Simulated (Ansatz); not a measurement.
# F₃HMoO₂: how energies converge with the basis set

The task here is to estimate one member of a computed series from the others.

Computed with Ansatz 0.2.0, Gaussian basis. Level: one geometry, several basis sets.

Levels to be run: PBE0-D4/def2-SVP; ωB97M-V/def2-SVP; PBE0-D4/def2-QZVPP; ωB97M-V/def2-QZVPP; the functionals' def2-TZVPP values are taken from earlier runs.

### Structure used throughout

All runs share one geometry, relaxed beforehand with PBE0-D4 in a triple-zeta def2 set. Mo takes the def2 core potential; no spin-orbit term is included.

SMILES `[O]=[Mo]([OH])([F])([F])[F]`, 7 atoms, charge 0, spin multiplicity 1.

Atoms are counted from 1 here; the program's logs count them from 0.

Bond lengths: O1–Mo2 1.643 Å, Mo2–O3 1.847 Å, Mo2–F4 1.849 Å, Mo2–F5 1.847 Å, Mo2–F6 1.849 Å, O3–H7 0.962 Å. Angles: O1–Mo2–O3 109.0°, O1–Mo2–F4 101.3°, O1–Mo2–F5 111.2°, O1–Mo2–F6 101.4°, O3–Mo2–F4 88.9°, O3–Mo2–F5 139.8°, O3–Mo2–F6 88.9°, F4–Mo2–F5 83.3°, F4–Mo2–F6 156.6°, F5–Mo2–F6 83.3°, Mo2–O3–H7 125.7°.

Set-up of the first run:

Input file in.yaml:

```yaml
crystal:
  periodic: [false, false, false]
  atoms:
    - {symbol: O, position_ang: [-1.375220, -0.627631, 0.834929]}
    - {symbol: Mo, position_ang: [-0.273725, 0.170453, -0.086471]}
    - {symbol: O, position_ang: [1.386294, -0.601528, 0.156958]}
    - {symbol: F, position_ang: [-0.420930, -0.733976, -1.692914]}
    - {symbol: F, position_ang: [-1.066010, 1.543685, -1.033877]}
    - {symbol: F, position_ang: [0.232812, 1.536670, 1.052158]}
    - {symbol: H, position_ang: [1.577979, -1.355574, 0.723519]}
basis:
  gaussian: {orbitals: def2-SVP}
hamiltonian: {xc: pbe0, dispersion: d4}
output: {orbitals: {seedname: orbitals}}
```

Steps of the session up to this table: PBE0-D4 in def2-SVP; ωB97M-V in def2-SVP; PBE0-D4 in def2-QZVPP; ωB97M-V in def2-QZVPP.

One table of the session follows, with a row left open; its other results are not shown here.

It belongs to the step «Functionals by basis». 

| functional | basis | HOMO (eV) | LUMO (eV) |
| --- | --- | --- | --- |
| PBE0-D4 | def2-SVP | -10.75 | -4.37 |
| PBE0-D4 | def2-TZVPP | -10.76 | -4.27 |
| PBE0-D4 | def2-QZVPP | -10.77 | -4.26 |
| ωB97M-V | def2-SVP | ? | ? |
| ωB97M-V | def2-TZVPP | -13.19 | -2.04 |
| ωB97M-V | def2-QZVPP | -13.20 | -2.04 |

Q: Estimate the row for ωB97M-V, def2-SVP from the others.

As computed: HOMO (eV): -13.16; LUMO (eV): -2.14. In the column «HOMO (eV)» it lies between ωB97M-V, def2-TZVPP (-13.19) and PBE0-D4, def2-QZVPP (-10.77).
